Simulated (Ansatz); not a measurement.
**GaH₅O₃Si: up Jacob's ladder to CCSD(T)**

One table from this session's results is given with a row withheld; the runs are named, their logs left out.

Computed with Ansatz 0.2.0, Gaussian basis. Level: functionals in def2-TZVPP, the program's frozen cores in correlated methods.

The runs, in order: LDA (SPW92), PBE-D4, revPBE-D4, BLYP-D4, r2SCAN-D4, B97M-V, PBE0-D4, B3LYP-D4, r2SCANh-D4, r2SCAN0-D4, HSE06-D4, BHLYP-D4, CAM-B3LYP-D4, LC-ωPBE, ωB97X-V, ωB97M-V, B2PLYP, PBE-QIDH; CCSD(T)/def2-SVP; CCSD(T)/def2-TZVPP; MP2/def2-QZVPP; extrapolation to the limit; RPA on PBE.

## The geometry

The geometry comes from an earlier relaxation with PBE0-D4 in a triple-zeta def2 set; it is a stationary point, not always the lowest conformer.

SMILES `[OH][Ga]([OH])[O][SiH3]`, 10 atoms, charge 0, spin multiplicity 1.

Atoms are counted from 1 here; the program's logs count them from 0.

Bond lengths: O1–Ga2 1.768 Å, O1–H6 0.960 Å, Ga2–O3 1.765 Å, Ga2–O4 1.779 Å, O3–H7 0.960 Å, O4–Si5 1.632 Å, Si5–H8 1.486 Å, Si5–H9 1.494 Å, Si5–H10 1.486 Å. Angles: Ga2–O1–H6 113.0°, O1–Ga2–O3 119.7°, O1–Ga2–O4 121.6°, O3–Ga2–O4 118.7°, Ga2–O3–H7 112.4°, Ga2–O4–Si5 136.7°, O4–Si5–H8 110.2°, O4–Si5–H9 110.7°, O4–Si5–H10 110.1°, H8–Si5–H9 108.3°, H8–Si5–H10 109.2°, H9–Si5–H10 108.3°.

Coordinates:

```mol
GaH5O3Si
  3D, bonds by distance, orders not assigned

 10  9  0  0  0  0  0  0  0  0999 V2000
   -1.6089   -1.6694    0.4730 O   0  0
    0.0255   -1.3488   -0.1203 Ga  0  0
    1.0537   -2.6925   -0.6212 O   0  0
    0.6715    0.3052   -0.2258 O   0  0
    0.1360    1.8121    0.0969 Si  0  0
   -2.0815   -0.8705    0.7190 H   0  0
    1.9168   -2.4004   -0.9241 H   0  0
    0.1484    2.6356   -1.1399 H   0  0
   -1.2627    1.7746    0.6221 H   0  0
    1.0011    2.4542    1.1203 H   0  0
  1  2  8  0
  2  3  8  0
  2  4  8  0
  4  5  8  0
  1  6  8  0
  3  7  8  0
  5  8  8  0
  5  9  8  0
  5 10  8  0
M  END
```

Set-up of the first run:

File in.yaml:

```yaml
crystal:
  periodic: [false, false, false]
  atoms:
    - {symbol: O, position_ang: [-1.608851, -1.669449, 0.473016]}
    - {symbol: Ga, position_ang: [0.025480, -1.348846, -0.120284]}
    - {symbol: O, position_ang: [1.053717, -2.692454, -0.621203]}
    - {symbol: O, position_ang: [0.671499, 0.305165, -0.225793]}
    - {symbol: Si, position_ang: [0.135993, 1.812124, 0.096903]}
    - {symbol: H, position_ang: [-2.081521, -0.870544, 0.718985]}
    - {symbol: H, position_ang: [1.916823, -2.400412, -0.924095]}
    - {symbol: H, position_ang: [0.148436, 2.635598, -1.139944]}
    - {symbol: H, position_ang: [-1.262693, 1.774600, 0.622056]}
    - {symbol: H, position_ang: [1.001116, 2.454207, 1.120340]}
basis:
  gaussian: {orbitals: def2-TZVPP}
hamiltonian: {xc: lda}
output: {orbitals: {seedname: orbitals}}
```

Started as:

```bash
> ansatz run in.yaml --threads 4 --pin off --events-out ev --progress --plain --max-ram 10444MiB
```

Steps of the session up to this table: LDA; PBE-D4 (GGA); revPBE-D4 (GGA); BLYP-D4 (GGA); r2SCAN-D4 (meta-GGA); B97M-V (meta-GGA); PBE0-D4 (hybrid); B3LYP-D4 (hybrid); r2SCANh-D4 (hybrid); r2SCAN0-D4 (hybrid); HSE06-D4 (hybrid); BHLYP-D4 (hybrid); CAM-B3LYP-D4 (range-separated); LC-ωPBE (range-separated); ωB97X-V (range-separated); ωB97M-V (range-separated); B2PLYP (double hybrid); PBE-QIDH (double hybrid).

One table of the session follows, with a row left open; its other results are not shown here.

It belongs to the step «Frontier levels by functional». 

```
  functional  HOMO (eV)  gap (eV)
 LDA (SPW92)      -7.44      5.00
      PBE-D4      -7.30      5.16
   revPBE-D4      -7.24      5.25
     BLYP-D4      -7.21      5.09
   r2SCAN-D4      -7.67      5.89
      B97M-V          ?         ?
     PBE0-D4      -8.80      7.61
    B3LYP-D4      -8.59      7.04
  r2SCANh-D4      -8.23      6.77
  r2SCAN0-D4      -9.06      8.08
    HSE06-D4      -8.40      6.83
    BHLYP-D4     -10.24      9.86
CAM-B3LYP-D4     -10.26      9.97
     LC-ωPBE     -11.62     12.69
     ωB97X-V     -11.28     12.11
     ωB97M-V     -11.13     11.70
```

Q: Estimate the row for B97M-V from the others.

**Answer.** HOMO (eV): -7.76; gap (eV): 5.71. In the column «HOMO (eV)» it lies between r2SCANh-D4 (-8.23) and r2SCAN-D4 (-7.67).
